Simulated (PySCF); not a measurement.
# C10H9BrFe: field gradients at the nuclei

Aim: the electric field gradients and quadrupole couplings of C10H9BrFe at several levels. Each job file holds the settings and the coordinates that a driver script hands to the program.

Program: PySCF 2.14.0, density-fitted response routines. Level of theory: the levels named in each step. These are calculated values, not measurements.

## Step 1: The structure to begin with

Bond lengths (14 of 30 bonds, heavy atoms first): Br1–C2 1.886 Å, C2–C3 1.415 Å, C3–C4 1.413 Å, C4–C5 1.416 Å, C2–C6 1.415 Å, C5–C6 1.413 Å, C2–Fe7 2.093 Å, C3–Fe7 2.111 Å, C4–Fe7 2.125 Å, C5–Fe7 2.125 Å, C6–Fe7 2.112 Å, Fe7–C8 2.119 Å, Fe7–C9 2.123 Å, C8–C9 1.413 Å. Angles (14 of 105 angles, heavy atoms first): Br1–C2–C3 125.3°, Br1–C2–C6 125.3°, Br1–C2–Fe7 122.2°, C3–C2–C6 109.3°, C3–C2–Fe7 71.0°, C6–C2–Fe7 71.0°, C2–C3–C4 106.9°, C2–C3–Fe7 69.7°, C4–C3–Fe7 71.0°, C3–C4–C5 108.4°, C3–C4–Fe7 70.0°, C5–C4–Fe7 70.6°, C4–C5–C6 108.4°, C4–C5–Fe7 70.5°.

Coordinates:

```xyz
21

Br    2.3819    0.3172    0.4196
C     0.6267    0.1432    1.0885
C    -0.2847    1.2086    1.2809
C    -1.4889    0.6390    1.7531
C    -1.3169   -0.7635    1.8394
C    -0.0041   -1.0791    1.4216
Fe   -1.0227   -0.1358   -0.1697
C    -1.0629   -1.4066   -1.8652
C    -2.3866   -1.0720   -1.5004
C    -2.5231    0.3329   -1.5959
C    -1.2844    0.8632   -2.0209
C    -0.3820   -0.2112   -2.1888
H    -0.0705    2.2545    1.1514
H    -2.3676    1.1864    2.0437
H    -2.0418   -1.4675    2.2067
H     0.4574   -2.0504    1.4161
H    -0.6577   -2.4008   -1.9299
H    -3.1678   -1.7668   -1.2441
H    -3.4260    0.8936   -1.4264
H    -1.0782    1.8987   -2.2255
H     0.6288   -0.1373   -2.5516
```

## Step 2: Geometry, PBE0-D3(BJ)/def2-SVP

The input, job.txt:

```
{"job": {"xc": "PBE0", "basis": "def2-SVP", "d3": "d3bj", "grid": 2, "kind": "geom"}, "charge": 0, "multiplicity": 1}
Br     2.381890     0.317170     0.419590
C      0.626730     0.143190     1.088550
C     -0.284740     1.208630     1.280890
C     -1.488950     0.638990     1.753130
C     -1.316870    -0.763490     1.839390
C     -0.004090    -1.079050     1.421640
Fe    -1.022730    -0.135770    -0.169700
C     -1.062940    -1.406580    -1.865150
C     -2.386590    -1.071980    -1.500390
C     -2.523130     0.332920    -1.595920
C     -1.284350     0.863240    -2.020920
C     -0.382020    -0.211240    -2.188830
H     -0.070520     2.254520     1.151410
H     -2.367610     1.186420     2.043660
H     -2.041840    -1.467490     2.206710
H      0.457430    -2.050380     1.416110
H     -0.657670    -2.400770    -1.929870
H     -3.167800    -1.766760    -1.244060
H     -3.426010     0.893620    -1.426420
H     -1.078210     1.898680    -2.225540
H      0.628770    -0.137280    -2.551630
```

Output:

```text
step   0  E = -4222.66279214  max force = 0.014557
step   1  E = -4222.67145042  max force = 0.007793
step   2  E = -4222.67444456  max force = 0.002597
step   3  E = -4222.67456556  max force = 0.002277
step   4  E = -4222.67461768  max force = 0.001337
step   5  E = -4222.67462979  max force = 0.001328
step   6  E = -4222.67463452  max force = 0.001137
step   7  E = -4222.67463610  max force = 0.000941
step   8  E = -4222.67463802  max force = 0.000626
step   9  E = -4222.67463981  max force = 0.000456
step  10  E = -4222.67464188  max force = 0.000340
optimisation converged
```

It took 3.3 min on 8 threads of AMD EPYC 9R45 (Zen 5), shared host; peak memory 2 GiB.

It ended at:

```xyz
21

Br    2.3919    0.3270    0.4119
C     0.6108    0.1383    0.9679
C    -0.3097    1.2085    1.1676
C    -1.5266    0.6328    1.6351
C    -1.3505   -0.7795    1.7223
C    -0.0227   -1.0923    1.3098
Fe   -1.0202   -0.1362   -0.1834
C    -1.0373   -1.4102   -1.7710
C    -2.3695   -1.0711   -1.3919
C    -2.5082    0.3444   -1.4904
C    -1.2616    0.8792   -1.9308
C    -0.3533   -0.2051   -2.1036
H    -0.1098    2.2614    0.9796
H    -2.4404    1.1788    1.8644
H    -2.1063   -1.5005    2.0300
H     0.4314   -2.0791    1.2480
H    -0.6085   -2.4111   -1.7788
H    -3.1389   -1.7680   -1.0631
H    -3.4022    0.9179   -1.2503
H    -1.0341    1.9333   -2.0818
H     0.6947   -0.1220   -2.3889
```

## Step 3: Field gradients, PBE0/def2-TZVPP

The input, job.txt:

```
{"job": {"kind": "efgt", "xc": "PBE0", "basis": "def2-TZVPP"}, "charge": 0, "multiplicity": 1}
Br     2.391935     0.327000     0.411862
C      0.610759     0.138283     0.967947
C     -0.309655     1.208545     1.167645
C     -1.526609     0.632837     1.635128
C     -1.350493    -0.779516     1.722337
C     -0.022683    -1.092337     1.309822
Fe    -1.020201    -0.136199    -0.183360
C     -1.037313    -1.410164    -1.771019
C     -2.369529    -1.071065    -1.391911
C     -2.508220     0.344448    -1.490433
C     -1.261634     0.879174    -1.930760
C     -0.353334    -0.205107    -2.103617
H     -0.109810     2.261373     0.979636
H     -2.440431     1.178757     1.864431
H     -2.106348    -1.500451     2.029956
H      0.431370    -2.079125     1.248020
H     -0.608503    -2.411054    -1.778839
H     -3.138917    -1.768017    -1.063141
H     -3.402213     0.917929    -1.250309
H     -1.034093     1.933264    -2.081833
H      0.694672    -0.121982    -2.388912
```

Output:

```text
coarse grid: 88832 points
cycle   1  E = -4209.9606866172  dE =  1.365e+01  |g| = 7.091e+00  |ddm| = 1.753e+01
cycle   2  E = -4081.7979801753  dE =  1.282e+02  |g| = 3.237e+01  |ddm| = 3.465e+01
cycle   3  E = -4165.1658748709  dE = -8.337e+01  |g| = 2.055e+01  |ddm| = 1.833e+01
cycle   4  E = -4191.2861558381  dE = -2.612e+01  |g| = 1.553e+01  |ddm| = 8.587e+00
cycle   5  E = -4200.8895877034  dE = -9.603e+00  |g| = 1.258e+01  |ddm| = 5.703e+00
cycle   6  E = -4210.5952622508  dE = -9.706e+00  |g| = 9.647e+00  |ddm| = 6.578e+00
cycle   7  E = -4210.4941739690  dE =  1.011e-01  |g| = 8.707e+00  |ddm| = 4.774e+00
cycle   8  E = -4218.0951016940  dE = -7.601e+00  |g| = 6.279e+00  |ddm| = 4.130e+00
cycle   9  E = -4219.2232976313  dE = -1.128e+00  |g| = 5.533e+00  |ddm| = 3.162e+00
cycle  10  E = -4195.7458258494  dE =  2.348e+01  |g| = 9.626e+00  |ddm| = 3.658e+02
cycle  11  E = -4223.4129545246  dE = -2.767e+01  |g| = 8.680e-01  |ddm| = 3.660e+02
cycle  12  E = -4223.4343200395  dE = -2.137e-02  |g| = 7.149e-01  |ddm| = 2.313e+00
cycle  13  E = -4223.5303928885  dE = -9.607e-02  |g| = 2.502e-01  |ddm| = 1.110e+00
cycle  14  E = -4223.5370774341  dE = -6.685e-03  |g| = 1.123e-01  |ddm| = 2.515e-01
cycle  15  E = -4223.5385889858  dE = -1.512e-03  |g| = 6.996e-02  |ddm| = 1.978e-01
cycle  16  E = -4223.5393987777  dE = -8.098e-04  |g| = 3.320e-02  |ddm| = 9.541e-02
cycle  17  E = -4223.5395415095  dE = -1.427e-04  |g| = 1.052e-02  |ddm| = 2.862e-02
cycle  18  E = -4223.5395562617  dE = -1.475e-05  |g| = 3.568e-03  |ddm| = 8.301e-03
cycle  19  E = -4223.5395577099  dE = -1.448e-06  |g| = 9.780e-04  |ddm| = 2.759e-03
final grid: 270784 points
cycle  20  E = -4223.5397228450  dE =  8.735e-07  |g| = 3.368e-03  |ddm| = 2.762e-02
cycle  21  E = -4223.5396810024  dE =  4.184e-05  |g| = 1.926e-02  |ddm| = 9.823e-03
cycle  22  E = -4223.5397237687  dE = -4.277e-05  |g| = 1.804e-03  |ddm| = 7.910e-03
cycle  23  E = -4223.5397244163  dE = -6.477e-07  |g| = 1.319e-04  |ddm| = 1.884e-03
cycle  24  E = -4223.5397244200  dE = -3.702e-09  |g| = 3.308e-05  |ddm| = 1.741e-04
cycle  25  E = -4223.5397244204  dE = -3.129e-10  |g| = 2.097e-05  |ddm| = 1.079e-04
converged SCF energy = -4223.5397244204

Field-gradient tensors (au): xx yy zz xy xz yz
  0 Br    6.35325   -3.60375   -2.74950    1.07710   -3.00774   -0.31687
  1 C     0.27404   -0.25092   -0.02312    0.06440   -0.03749    0.01003
  2 C    -0.04439   -0.08348    0.12787   -0.00118    0.08563    0.10095
  3 C    -0.10877   -0.08944    0.19821    0.02788    0.03822    0.06027
  4 C    -0.09575   -0.11121    0.20695   -0.02250    0.05057   -0.01172
  5 C    -0.05025   -0.09599    0.14624    0.02419    0.10299   -0.04893
  6 Fe   -0.69338   -0.91329    1.60667    0.08112    0.80992    0.25851
  7 C    -0.09045   -0.09777    0.18822    0.03097    0.05964    0.09362
  8 C    -0.04683   -0.09160    0.13843    0.02062    0.13288    0.07281
  9 C    -0.04467   -0.10550    0.15017    0.00958    0.14180   -0.01172
 10 C    -0.08090   -0.12575    0.20666   -0.01588    0.07553   -0.03685
 11 C    -0.13927   -0.09302    0.23229   -0.00262    0.02498    0.02531
 12 H    -0.12475    0.26603   -0.14128    0.07514   -0.01882   -0.07246
 13 H     0.16331   -0.02931   -0.13400   -0.18149   -0.08206    0.04427
 14 H     0.06771    0.05090   -0.11861    0.19688   -0.09023   -0.08274
 15 H    -0.06466    0.21711   -0.15245   -0.16284   -0.01515    0.01928
 16 H    -0.07316    0.22637   -0.15321   -0.15612   -0.00626    0.00200
 17 H     0.07619    0.03864   -0.11483    0.19480   -0.09635   -0.08445
 18 H     0.15166   -0.01861   -0.13305   -0.18707   -0.08233    0.04812
 19 H    -0.12103    0.26574   -0.14470    0.08614   -0.01735   -0.06015
 20 H     0.25576   -0.13426   -0.12150    0.03053   -0.11402   -0.01015
```

It took 97 s on 8 threads of AMD EPYC 9R45 (Zen 5), shared host; peak memory 5.2 GiB.

## Step 4: Field gradients, PBE/def2-TZVPP

job.txt: that of step 3 with these lines changed.

```diff
@@ -1,2 +1,2 @@
-{"job": {"kind": "efgt", "xc": "PBE0", "basis": "def2-TZVPP"}, "charge": 0, "multiplicity": 1}
+{"job": {"kind": "efgt", "xc": "PBE", "basis": "def2-TZVPP"}, "charge": 0, "multiplicity": 1}
 Br     2.391935     0.327000     0.411862
```

Output:

```text
coarse grid: 88832 points
cycle   1  E = -4208.9360072306  dE =  1.417e+01  |g| = 7.183e+00  |ddm| = 1.555e+01
cycle   2  E = -4035.1390093801  dE =  1.738e+02  |g| = 4.002e+01  |ddm| = 4.401e+01
cycle   3  E = -4132.7861571291  dE = -9.765e+01  |g| = 2.544e+01  |ddm| = 2.600e+01
cycle   4  E = -4171.6747245832  dE = -3.889e+01  |g| = 1.960e+01  |ddm| = 1.030e+01
cycle   5  E = -4188.4072656842  dE = -1.673e+01  |g| = 1.618e+01  |ddm| = 6.018e+00
cycle   6  E = -4196.0059079661  dE = -7.599e+00  |g| = 1.387e+01  |ddm| = 4.565e+00
cycle   7  E = -4205.7050816634  dE = -9.699e+00  |g| = 1.145e+01  |ddm| = 8.116e+00
cycle   8  E = -4205.3659945814  dE =  3.391e-01  |g| = 1.069e+01  |ddm| = 6.691e+00
cycle   9  E = -4212.6225996956  dE = -7.257e+00  |g| = 8.897e+00  |ddm| = 4.857e+00
cycle  10  E = -4118.7202987702  dE =  9.390e+01  |g| = 1.446e+01  |ddm| = 7.708e+02
cycle  11  E = -4215.4450788279  dE = -9.672e+01  |g| = 5.285e+00  |ddm| = 7.716e+02
cycle  12  E = -4210.3849131560  dE =  5.060e+00  |g| = 7.561e+00  |ddm| = 1.241e+02
cycle  13  E = -4220.8506414435  dE = -1.047e+01  |g| = 4.859e+00  |ddm| = 1.241e+02
cycle  14  E = -4222.5617137192  dE = -1.711e+00  |g| = 2.545e+00  |ddm| = 1.661e+00
cycle  15  E = -4222.8136183563  dE = -2.519e-01  |g| = 1.824e+00  |ddm| = 3.091e+00
cycle  16  E = -4223.1769087257  dE = -3.633e-01  |g| = 1.279e+00  |ddm| = 2.519e+00
cycle  17  E = -4223.4019422929  dE = -2.250e-01  |g| = 4.426e-01  |ddm| = 1.171e+00
cycle  18  E = -4223.3391480534  dE =  6.279e-02  |g| = 9.308e-01  |ddm| = 9.964e-01
cycle  19  E = -4223.4210965380  dE = -8.195e-02  |g| = 4.761e-01  |ddm| = 4.148e-01
cycle  20  E = -4223.4498807530  dE = -2.878e-02  |g| = 1.052e-01  |ddm| = 3.233e-01
cycle  21  E = -4223.4513527788  dE = -1.472e-03  |g| = 2.832e-02  |ddm| = 1.488e-01
cycle  22  E = -4223.4515563530  dE = -2.036e-04  |g| = 7.973e-03  |ddm| = 6.711e-02
cycle  23  E = -4223.4515640043  dE = -7.651e-06  |g| = 3.139e-03  |ddm| = 1.039e-02
final grid: 270784 points
cycle  24  E = -4223.4517507571  dE =  1.289e-05  |g| = 9.080e-03  |ddm| = 4.177e-02
cycle  25  E = -4223.4511965393  dE =  5.542e-04  |g| = 6.845e-02  |ddm| = 4.232e-02
cycle  26  E = -4223.4517223042  dE = -5.258e-04  |g| = 1.637e-02  |ddm| = 3.344e-02
cycle  27  E = -4223.4517661320  dE = -4.383e-05  |g| = 2.026e-03  |ddm| = 1.458e-02
cycle  28  E = -4223.4517670717  dE = -9.397e-07  |g| = 1.591e-04  |ddm| = 2.217e-03
cycle  29  E = -4223.4517670778  dE = -6.097e-09  |g| = 5.908e-05  |ddm| = 3.518e-04
cycle  30  E = -4223.4517670783  dE = -5.239e-10  |g| = 2.818e-05  |ddm| = 9.290e-05
converged SCF energy = -4223.4517670783

Field-gradient tensors (au): xx yy zz xy xz yz
  0 Br    6.22486   -3.58416   -2.64070    1.06181   -2.95254   -0.30452
  1 C     0.26672   -0.24059   -0.02613    0.06227   -0.03583    0.00942
  2 C    -0.04109   -0.07803    0.11911   -0.00043    0.08106    0.09673
  3 C    -0.10385   -0.08462    0.18846    0.02650    0.03496    0.05849
  4 C    -0.09136   -0.10571    0.19708   -0.02170    0.04710   -0.01270
  5 C    -0.04625   -0.09051    0.13676    0.02233    0.09791   -0.04772
  6 Fe   -0.53928   -0.70027    1.23955    0.06077    0.61136    0.19772
  7 C    -0.08717   -0.09371    0.18088    0.03020    0.05681    0.09139
  8 C    -0.04326   -0.08711    0.13038    0.01994    0.12797    0.07018
  9 C    -0.04123   -0.10062    0.14185    0.00928    0.13663   -0.01195
 10 C    -0.07776   -0.12115    0.19891   -0.01575    0.07234   -0.03688
 11 C    -0.13492   -0.08805    0.22297   -0.00307    0.01952    0.02376
 12 H    -0.12447    0.26543   -0.14096    0.07502   -0.01876   -0.07226
 13 H     0.16287   -0.02927   -0.13360   -0.18100   -0.08186    0.04424
 14 H     0.06752    0.05070   -0.11822    0.19637   -0.08999   -0.08259
 15 H    -0.06450    0.21660   -0.15210   -0.16250   -0.01508    0.01921
 16 H    -0.07298    0.22566   -0.15268   -0.15564   -0.00625    0.00210
 17 H     0.07599    0.03852   -0.11451    0.19424   -0.09599   -0.08417
 18 H     0.15123   -0.01857   -0.13266   -0.18651   -0.08201    0.04795
 19 H    -0.12070    0.26489   -0.14418    0.08588   -0.01729   -0.06006
 20 H     0.25510   -0.13392   -0.12117    0.03047   -0.11344   -0.01009
```

Wall time 77 s (8 threads of AMD EPYC 9R45 (Zen 5), shared host); peak memory 5.2 GiB.

## Step 5: Field gradients, B3LYP/def2-TZVPP

job.txt: that of step 4 with these lines changed.

```diff
@@ -1,2 +1,2 @@
-{"job": {"kind": "efgt", "xc": "PBE", "basis": "def2-TZVPP"}, "charge": 0, "multiplicity": 1}
+{"job": {"kind": "efgt", "xc": "B3LYP", "basis": "def2-TZVPP"}, "charge": 0, "multiplicity": 1}
 Br     2.391935     0.327000     0.411862
```

Output:

```text
coarse grid: 88832 points
cycle   1  E = -4210.6469645128  dE =  1.391e+01  |g| = 7.113e+00  |ddm| = 1.752e+01
cycle   2  E = -4071.9424205803  dE =  1.387e+02  |g| = 3.393e+01  |ddm| = 3.697e+01
cycle   3  E = -4156.9802350050  dE = -8.504e+01  |g| = 2.200e+01  |ddm| = 1.982e+01
cycle   4  E = -4187.2059558206  dE = -3.023e+01  |g| = 1.668e+01  |ddm| = 9.354e+00
cycle   5  E = -4198.5164070523  dE = -1.131e+01  |g| = 1.377e+01  |ddm| = 5.626e+00
cycle   6  E = -4209.5824592319  dE = -1.107e+01  |g| = 1.063e+01  |ddm| = 6.332e+00
cycle   7  E = -4208.3877576963  dE =  1.195e+00  |g| = 9.654e+00  |ddm| = 4.380e+00
cycle   8  E = -4216.1313322589  dE = -7.744e+00  |g| = 7.904e+00  |ddm| = 4.707e+00
cycle   9  E = -4217.9267826796  dE = -1.795e+00  |g| = 6.790e+00  |ddm| = 2.488e+00
cycle  10  E = -4172.1638168775  dE =  4.576e+01  |g| = 1.322e+01  |ddm| = 4.273e+02
cycle  11  E = -4214.6832894316  dE = -4.252e+01  |g| = 6.708e+00  |ddm| = 4.260e+02
cycle  12  E = -4218.1529229959  dE = -3.470e+00  |g| = 6.545e+00  |ddm| = 2.703e+01
cycle  13  E = -4220.3713392298  dE = -2.218e+00  |g| = 5.706e+00  |ddm| = 2.012e+00
cycle  14  E = -4219.0495015180  dE =  1.322e+00  |g| = 6.479e+00  |ddm| = 9.789e-01
cycle  15  E = -4219.1414434786  dE = -9.194e-02  |g| = 6.440e+00  |ddm| = 2.697e-01
cycle  16  E = -4219.4142702604  dE = -2.728e-01  |g| = 6.338e+00  |ddm| = 4.063e-01
cycle  17  E = -4219.7602086059  dE = -3.459e-01  |g| = 6.181e+00  |ddm| = 4.358e-01
cycle  18  E = -4219.9122625024  dE = -1.521e-01  |g| = 6.120e+00  |ddm| = 6.333e-01
cycle  19  E = -4220.1916593368  dE = -2.794e-01  |g| = 5.995e+00  |ddm| = 5.122e-01
cycle  20  E = -4204.7428378670  dE =  1.545e+01  |g| = 7.868e+00  |ddm| = 2.582e+02
cycle  21  E = -4217.0708476786  dE = -1.233e+01  |g| = 6.922e+00  |ddm| = 2.579e+02
cycle  22  E = -4216.0476773532  dE =  1.023e+00  |g| = 7.245e+00  |ddm| = 2.685e+00
cycle  23  E = -4216.7506027237  dE = -7.029e-01  |g| = 7.032e+00  |ddm| = 9.879e-01
cycle  24  E = -4216.2279843451  dE =  5.226e-01  |g| = 7.159e+00  |ddm| = 1.436e+00
cycle  25  E = -4214.9803948462  dE =  1.248e+00  |g| = 7.232e+00  |ddm| = 2.686e+00
cycle  26  E = -4217.2333927013  dE = -2.253e+00  |g| = 6.701e+00  |ddm| = 2.504e+00
cycle  27  E = -4217.9573664431  dE = -7.240e-01  |g| = 6.500e+00  |ddm| = 1.329e+00
cycle  28  E = -4218.2163137931  dE = -2.589e-01  |g| = 6.787e+00  |ddm| = 1.834e+00
cycle  29  E = -4172.1991828119  dE =  4.602e+01  |g| = 1.458e+01  |ddm| = 9.030e+02
cycle  30  E = -4213.1854684138  dE = -4.099e+01  |g| = 6.913e+00  |ddm| = 9.019e+02
final grid: 270784 points
cycle  31  E = -4094.7698014244  dE =  1.184e+02  |g| = 2.791e+01  |ddm| = 3.286e+01
cycle  32  E = -3650.0314646290  dE =  4.447e+02  |g| = 3.371e+01  |ddm| = 1.634e+03
cycle  33  E = -3928.8053061709  dE = -2.788e+02  |g| = 2.266e+01  |ddm| = 1.615e+03
cycle  34  E = -4001.9486250726  dE = -7.314e+01  |g| = 2.481e+01  |ddm| = 1.708e+02
cycle  35  E = -4134.1533250838  dE = -1.322e+02  |g| = 1.719e+01  |ddm| = 2.184e+02
cycle  36  E = -4195.0893413230  dE = -6.094e+01  |g| = 1.232e+01  |ddm| = 2.105e+02
cycle  37  E = -4128.6873110484  dE =  6.640e+01  |g| = 1.679e+01  |ddm| = 8.585e+01
cycle  38  E = -4170.1483345540  dE = -4.146e+01  |g| = 1.350e+01  |ddm| = 6.586e+01
cycle  39  E = -4200.0684518683  dE = -2.992e+01  |g| = 8.621e+00  |ddm| = 9.959e+01
cycle  40  E = -4214.1226409204  dE = -1.405e+01  |g| = 7.385e+00  |ddm| = 1.651e+02
cycle  41  E = -4217.4464546303  dE = -3.324e+00  |g| = 6.798e+00  |ddm| = 1.086e+01
cycle  42  E = -4209.7466773804  dE =  7.700e+00  |g| = 6.746e+00  |ddm| = 1.074e+01
cycle  43  E = -4224.3258899350  dE = -1.458e+01  |g| = 1.208e+00  |ddm| = 5.367e+00
cycle  44  E = -4224.1777906499  dE =  1.481e-01  |g| = 1.375e+00  |ddm| = 2.587e+00
cycle  45  E = -4224.4114136170  dE = -2.336e-01  |g| = 1.169e+00  |ddm| = 1.553e+00
cycle  46  E = -4224.3934011919  dE =  1.801e-02  |g| = 1.232e+00  |ddm| = 1.171e-01
cycle  47  E = -4224.4356997367  dE = -4.230e-02  |g| = 1.058e+00  |ddm| = 2.376e-01
cycle  48  E = -4224.5285463056  dE = -9.285e-02  |g| = 5.174e-01  |ddm| = 4.143e-01
cycle  49  E = -4224.5537498616  dE = -2.520e-02  |g| = 3.397e-01  |ddm| = 5.564e-01
cycle  50  E = -4224.5695738463  dE = -1.582e-02  |g| = 3.749e-02  |ddm| = 2.361e-01
cycle  51  E = -4224.5698137273  dE = -2.399e-04  |g| = 2.042e-02  |ddm| = 8.983e-02
cycle  52  E = -4224.5699090404  dE = -9.531e-05  |g| = 6.219e-03  |ddm| = 3.015e-02
cycle  53  E = -4224.5699182200  dE = -9.180e-06  |g| = 1.562e-03  |ddm| = 1.052e-02
cycle  54  E = -4224.5699188059  dE = -5.859e-07  |g| = 9.959e-04  |ddm| = 3.653e-03
cycle  55  E = -4224.5699191308  dE = -3.249e-07  |g| = 4.849e-04  |ddm| = 2.026e-03
cycle  56  E = -4224.5699191995  dE = -6.865e-08  |g| = 2.225e-04  |ddm| = 7.713e-04
cycle  57  E = -4224.5699192281  dE = -2.859e-08  |g| = 1.247e-04  |ddm| = 5.001e-04
cycle  58  E = -4224.5699192437  dE = -1.567e-08  |g| = 6.274e-05  |ddm| = 4.470e-04
cycle  59  E = -4224.5699192459  dE = -2.137e-09  |g| = 7.074e-05  |ddm| = 2.117e-04
cycle  60  E = -4224.5699192468  dE = -9.277e-10  |g| = 2.689e-05  |ddm| = 9.665e-05
converged SCF energy = -4224.5699192468

Field-gradient tensors (au): xx yy zz xy xz yz
  0 Br    6.41007   -3.63567   -2.77440    1.08600   -3.04521   -0.32127
  1 C     0.27929   -0.25365   -0.02564    0.06523   -0.04046    0.00969
  2 C    -0.04718   -0.08115    0.12833   -0.00099    0.08646    0.10011
  3 C    -0.10768   -0.09163    0.19931    0.02559    0.03921    0.06114
  4 C    -0.09596   -0.11222    0.20818   -0.01959    0.05139   -0.01204
  5 C    -0.05264   -0.09386    0.14650    0.02286    0.10373   -0.04814
  6 Fe   -0.67940   -0.88983    1.56923    0.07863    0.78920    0.25223
  7 C    -0.09290   -0.09678    0.18968    0.02884    0.06139    0.09385
  8 C    -0.04727   -0.09296    0.14023    0.02329    0.13288    0.07182
  9 C    -0.04414   -0.10752    0.15166    0.00726    0.14191   -0.01027
 10 C    -0.08407   -0.12404    0.20811   -0.01435    0.07701   -0.03678
 11 C    -0.13795   -0.09632    0.23426   -0.00222    0.02432    0.02561
 12 H    -0.12165    0.26039   -0.13874    0.07335   -0.01881   -0.07116
 13 H     0.16009   -0.02833   -0.13176   -0.17750   -0.08042    0.04307
 14 H     0.06659    0.05015   -0.11674    0.19254   -0.08844   -0.08086
 15 H    -0.06295    0.21266   -0.14971   -0.15916   -0.01528    0.01894
 16 H    -0.07119    0.22163   -0.15044   -0.15271   -0.00634    0.00164
 17 H     0.07467    0.03812   -0.11280    0.19035   -0.09466   -0.08282
 18 H     0.14843   -0.01779   -0.13064   -0.18290   -0.08099    0.04707
 19 H    -0.11801    0.26020   -0.14219    0.08425   -0.01723   -0.05868
 20 H     0.25033   -0.13082   -0.11951    0.02983   -0.11140   -0.01000
```

It took 4 min on 8 threads of AMD EPYC 9R45 (Zen 5), shared host; peak memory 5.3 GiB.

[end of part 1 of 2]
